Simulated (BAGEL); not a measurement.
# A workflow on CH7AlOSi (SMILES [CH3][AlH][O][SiH3])

We compute a single-point energy (HF/def2-SVP), then a single-point energy (NEVPT2(2,2)/def2-SVP) of CH7AlOSi. 

Program for the calculation: BAGEL 1.2.2.

2 further runs of the same task are left out: 2 set aside as unsound or not needed.

## Step 1: The structure to begin with

CH7AlOSi has 11 atoms, charge 0, and is taken as a singlet. SMILES: `[CH3][AlH][O][SiH3]`. Geometry: relaxed at PBE0-D4/def2-TZVP. This is one conformer, not always the lowest.

Bond lengths: C1–Al2 1.942 Å, Al2–O3 1.688 Å, O3–Si4 1.621 Å, C1–H5 1.093 Å, C1–H6 1.096 Å, C1–H7 1.094 Å, Al2–H8 1.582 Å, Si4–H9 1.488 Å, Si4–H10 1.489 Å, Si4–H11 1.488 Å. Some angles: C1–Al2–O3 119.8°, Al2–O3–Si4 169.7°, C1–Al2–H8 124.0°, O3–Al2–H8 116.2°, Al2–C1–H5 112.4°, Al2–C1–H6 110.3°, Al2–C1–H7 111.7°, O3–Si4–H9 110.1°, O3–Si4–H10 110.8°, O3–Si4–H11 110.2°.

## Step 2: The energy at HF/def2-SVP (density fitting with svp-jkfit) (run 1)

job.json

```json
{ "bagel": [

{
  "title": "molecule",
  "basis": "svp",
  "df_basis": "svp-jkfit",
  "angstrom": true,
  "geometry": [
    { "atom": "C", "xyz": [      -1.516109,       1.536787,      -0.427384 ] },
    { "atom": "Al", "xyz": [      -1.148209,      -0.171913,       0.419416 ] },
    { "atom": "O", "xyz": [       0.407491,      -0.823313,       0.350416 ] },
    { "atom": "Si", "xyz": [       1.960691,      -1.220813,       0.113416 ] },
    { "atom": "H", "xyz": [      -0.796609,       1.774187,      -1.214884 ] },
    { "atom": "H", "xyz": [      -1.467009,       2.345387,       0.310916 ] },
    { "atom": "H", "xyz": [      -2.521609,       1.566487,      -0.856984 ] },
    { "atom": "H", "xyz": [      -2.226509,      -1.018113,       1.209716 ] },
    { "atom": "H", "xyz": [       2.731491,      -1.046613,       1.374016 ] },
    { "atom": "H", "xyz": [       2.573500,      -0.359900,      -0.936300 ] },
    { "atom": "H", "xyz": [       2.068091,      -2.639413,      -0.321484 ] }
  ]
},

{
  "title": "hf"
},

{
  "title": "print",
  "file": "orbitals.molden",
  "orbitals": true
}

]}
```

Started as:

```console
$ BAGEL_NUM_THREADS=1 BAGEL job.json > job.out
```

Standard output:

```text
* using 1 threads per process

  ===============================================================
  ===============================================================

  *** Geometry ***

  { "atom" : "C", "xyz" : [     -2.865031,      2.904107,     -0.807639 ] },
  { "atom" : "Al", "xyz" : [     -2.169801,     -0.324868,      0.792581 ] },
  { "atom" : "O", "xyz" : [      0.770046,     -1.555836,      0.662190 ] },
  { "atom" : "Si", "xyz" : [      3.705169,     -2.307002,      0.214325 ] },
  { "atom" : "H", "xyz" : [     -1.505373,      3.352728,     -2.295798 ] },
  { "atom" : "H", "xyz" : [     -2.772245,      4.432139,      0.587546 ] },
  { "atom" : "H", "xyz" : [     -4.765150,      2.960231,     -1.619465 ] },
  { "atom" : "H", "xyz" : [     -4.207492,     -1.923955,      2.286032 ] },
  { "atom" : "H", "xyz" : [      5.161770,     -1.977812,      2.596514 ] },
  { "atom" : "H", "xyz" : [      4.863210,     -0.680112,     -1.769351 ] },
  { "atom" : "H", "xyz" : [      3.908126,     -4.987768,     -0.607517 ] },

  Number of auxiliary basis functions:      534

  Since a DF basis is specified, we compute 2- and 3-index integrals:
    o Being stored without compression. Storage requirement is 0.042 GB

  Number of basis functions:       99
  Number of electrons      :       48

    * METHOD: MOLECULE                             0.33

  *** RHF ***

  === Nuclear Repulsion ===
   201.2562633211

      * DIIS with orbital gradients will be used.

  === RHF iteration (svp) ===
      0       -647.25396149          0.01797339           0.10
      1       -647.40653316          0.01216524           0.10
      2       -647.50015798          0.00154455           0.10
      3       -647.50222050          0.00060582           0.10
      4       -647.50249453          0.00006484           0.10
      5       -647.50250023          0.00001112           0.10
      6       -647.50250041          0.00000277           0.10
      7       -647.50250042          0.00000077           0.10
      8       -647.50250042          0.00000034           0.10
      9       -647.50250042          0.00000008           0.10
     10       -647.50250042          0.00000002           0.10
     11       -647.50250042          0.00000001           0.09
    * SCF iteration converged.

    * Permanent dipole moment:
           (    0.196189,    -0.323150,     0.134619) a.u.

    * METHOD: HF                                   1.46

    * METHOD: PRINT                                0.03

  ===============================================================
```

It took 1.9 s on 1 thread of Arm Neoverse V1, shared host; peak memory 0.15 GiB.

## Step 3: The energy at NEVPT2(2,2)/def2-SVP (density fitting with svp-jkfit) (run 2)

job.json

```json
{ "bagel" : [

{
  "title" : "molecule",
  "basis" : "svp",
  "df_basis" : "svp-jkfit",
  "angstrom" : true,
  "geometry" : [
    { "atom" : "C", "xyz" : [   -1.516109,    1.536787,   -0.427384 ] },
    { "atom" : "Al", "xyz" : [   -1.148209,   -0.171913,    0.419416 ] },
    { "atom" : "O", "xyz" : [    0.407491,   -0.823313,    0.350416 ] },
    { "atom" : "Si", "xyz" : [    1.960691,   -1.220813,    0.113416 ] },
    { "atom" : "H", "xyz" : [   -0.796609,    1.774187,   -1.214884 ] },
    { "atom" : "H", "xyz" : [   -1.467009,    2.345387,    0.310916 ] },
    { "atom" : "H", "xyz" : [   -2.521609,    1.566487,   -0.856984 ] },
    { "atom" : "H", "xyz" : [   -2.226509,   -1.018113,    1.209716 ] },
    { "atom" : "H", "xyz" : [    2.731491,   -1.046613,    1.374016 ] },
    { "atom" : "H", "xyz" : [    2.573500,   -0.359900,   -0.936300 ] },
    { "atom" : "H", "xyz" : [    2.068091,   -2.639413,   -0.321484 ] }
  ]
},
{
  "title" : "hf"
},
{
  "title" : "casscf",
  "nstate" : 1,
  "nact" : 2,
  "nclosed" : 23,
  "active" : [22, 30],
  "maxiter" : 200,
  "natocc" : true
},
{
  "title" : "nevpt2",
  "nstate" : 1,
  "nact" : 2,
  "nclosed" : 23,
  "active" : [22, 30],
  "maxiter" : 200,
  "natocc" : true,
  "ncore" : 12
},
{
  "title" : "print",
  "file" : "orbitals.molden",
  "orbitals" : true
}

]}
```

Started as:

```console
$ BAGEL_NUM_THREADS=1 BAGEL job.json > job.out
```

Standard output:

```text
* using 1 threads per process

  ===============================================================
  ===============================================================

  *** Geometry ***

  { "atom" : "C", "xyz" : [     -2.865031,      2.904107,     -0.807639 ] },
  { "atom" : "Al", "xyz" : [     -2.169801,     -0.324868,      0.792581 ] },
  { "atom" : "O", "xyz" : [      0.770046,     -1.555836,      0.662190 ] },
[... 7 lines of this table left out ...]
  { "atom" : "H", "xyz" : [      3.908126,     -4.987768,     -0.607517 ] },

  Number of auxiliary basis functions:      534

  Since a DF basis is specified, we compute 2- and 3-index integrals:
    o Being stored without compression. Storage requirement is 0.042 GB

  Number of basis functions:       99
  Number of electrons      :       48

    * METHOD: MOLECULE                             0.31

  *** RHF ***

[... 11 lines left out ...]
    * SCF iteration converged.
[... 1 line left out ...]
    * Permanent dipole moment:
[... 27 lines left out ...]
    * Second-order optimization converged. *

     guess   0:   closed 1.                   open ..

  === FCI iteration ===

      0  0      -647.50235001     6.97e-02      0.00
      1  0      -647.51558973     1.17e-03      0.00
      2  0 *    -647.51559612     3.40e-16      0.00

     * ci vector, state   0, <S^2> = 0.0000
       2.     0.9955108811
       .2    -0.0946471638

    * METHOD: CASSCF                               5.00

    * freezing 12 orbitals

  === DF-NEVPT2 calculation ===

    * 3-index integral transformation done
    * assembly done

      NEVPT2 correlation energy:   -0.4775933404      0.26

          (+0)     -0.4469330593
          (+0)'    -0.0028266165
          (+1)     -0.0057429281
          (+1)'    -0.0000000000
          (+2)     -0.0001396534
          (-1)     -0.0117978407
          (-1)'     0.0000000000
          (-2)     -0.0101532424

      NEVPT2 total energy:       -647.9931894615

    * METHOD: NEVPT2                               0.44

    * METHOD: PRINT                                0.03

  ===============================================================
```

It took 7.5 s on 1 thread of Arm Neoverse V1, shared host; peak memory 0.15 GiB.

## Step 4: Summary of results

| quantity | value |
| --- | --- |
| run 1, HF/def2-SVP: total energy | -647.50250 Eh |
| run 1, HF/def2-SVP: dipole moment | 1.02 D |
| run 1, HF/def2-SVP: HOMO energy | -11.09 eV |
| run 1, HF/def2-SVP: LUMO energy | 2.23 eV |
| run 1, HF/def2-SVP: HOMO–LUMO gap | 13.32 eV |
| run 2, NEVPT2(2,2)/def2-SVP: total energy | -647.99319 Eh |
